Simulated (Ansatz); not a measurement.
# C2H6GeO: a ladder of functionals and wavefunction methods

One table from this session's results is given with a row withheld; the runs are named, their logs left out.

The runs use Ansatz 0.2.0, Gaussian basis; functionals in def2-TZVPP, the program's frozen cores in correlated methods.

The runs, in order: LDA (SPW92), PBE-D4, revPBE-D4, BLYP-D4, r2SCAN-D4, B97M-V, PBE0-D4, B3LYP-D4, r2SCANh-D4, r2SCAN0-D4, HSE06-D4, BHLYP-D4, CAM-B3LYP-D4, LC-ωPBE, ωB97X-V, ωB97M-V, B2PLYP, PBE-QIDH; CCSD(T)/def2-SVP; CCSD(T)/def2-TZVPP; MP2/def2-QZVPP; extrapolation to the limit; RPA on PBE.

**The relaxed structure**

An earlier PBE0-D4 in a triple-zeta def2 set relaxation fixed the geometry.

SMILES `C=C[O][GeH3]`, 10 atoms, charge 0, spin multiplicity 1.

Atoms are counted from 1 here; the program's logs count them from 0.

Bond lengths: C1–C2 1.326 Å, C1–H5 1.081 Å, C1–H6 1.083 Å, C2–O3 1.350 Å, C2–H7 1.092 Å, O3–Ge4 1.792 Å, Ge4–H8 1.537 Å, Ge4–H9 1.538 Å, Ge4–H10 1.529 Å. Angles: C2–C1–H5 119.6°, C2–C1–H6 121.4°, H5–C1–H6 119.0°, C1–C2–O3 123.1°, C1–C2–H7 120.7°, O3–C2–H7 116.1°, C2–O3–Ge4 120.4°, O3–Ge4–H8 108.7°, O3–Ge4–H9 107.7°, O3–Ge4–H10 104.2°, H8–Ge4–H9 110.8°, H8–Ge4–H10 112.3°, H9–Ge4–H10 112.9°.

The first run:

File in.yaml:

```yaml
crystal:
  periodic: [false, false, false]
  atoms:
    - {symbol: C, position_ang: [1.885160, 0.223070, 0.964223]}
    - {symbol: C, position_ang: [0.623767, 0.309537, 0.564734]}
    - {symbol: O, position_ang: [0.221406, -0.016378, -0.682100]}
    - {symbol: Ge, position_ang: [-1.506718, -0.349897, -1.019549]}
    - {symbol: H, position_ang: [2.151409, 0.532007, 1.965352]}
    - {symbol: H, position_ang: [2.661948, -0.141423, 0.303670]}
    - {symbol: H, position_ang: [-0.150883, 0.681402, 1.238564]}
    - {symbol: H, position_ang: [-1.845341, -1.758499, -0.506632]}
    - {symbol: H, position_ang: [-2.339317, 0.714320, -0.284407]}
    - {symbol: H, position_ang: [-1.618333, -0.245138, -2.540857]}
basis:
  gaussian: {orbitals: def2-TZVPP}
hamiltonian: {xc: lda}
output: {orbitals: {seedname: orbitals}}
```

Steps of the session up to this table: LDA; PBE-D4 (GGA); revPBE-D4 (GGA); BLYP-D4 (GGA); r2SCAN-D4 (meta-GGA); B97M-V (meta-GGA); PBE0-D4 (hybrid); B3LYP-D4 (hybrid); r2SCANh-D4 (hybrid); r2SCAN0-D4 (hybrid); HSE06-D4 (hybrid); BHLYP-D4 (hybrid); CAM-B3LYP-D4 (range-separated); LC-ωPBE-D4 (range-separated; the results give it without D4); ωB97X-V (range-separated); ωB97M-V (range-separated); B2PLYP (double hybrid); PBE-QIDH (double hybrid).

One of the session's tables, all rows but one given; the rest of the session is left out.

It belongs to the step «Orbital energies across the functionals». 

```
  functional  HOMO (eV)  gap (eV)
 LDA (SPW92)      -5.62      4.50
      PBE-D4      -5.44      4.61
   revPBE-D4      -5.37      4.67
     BLYP-D4      -5.30      4.57
   r2SCAN-D4      -5.64      5.17
      B97M-V      -5.70      5.06
     PBE0-D4      -6.61      6.67
    B3LYP-D4      -6.39      6.21
  r2SCANh-D4      -6.08      5.91
  r2SCAN0-D4          ?         ?
    HSE06-D4      -6.20      5.89
    BHLYP-D4      -7.64      8.59
CAM-B3LYP-D4      -7.94      9.01
     LC-ωPBE      -9.29     11.61
     ωB97X-V      -8.93     11.06
     ωB97M-V      -8.85     10.74
```

Estimate the missing values for r2SCAN0-D4.

Worked estimate for «HOMO (eV)». Against the share of exact exchange, r2SCAN-D4 (0, -5.64), r2SCANh-D4 (0.1, -6.08) give a slope of -4.40 per unit share; at 0.25 the line stands at -6.74.

**Answer.** HOMO (eV): -6.75; gap (eV): 7.03. In «HOMO (eV)» the line misses by +0.01.
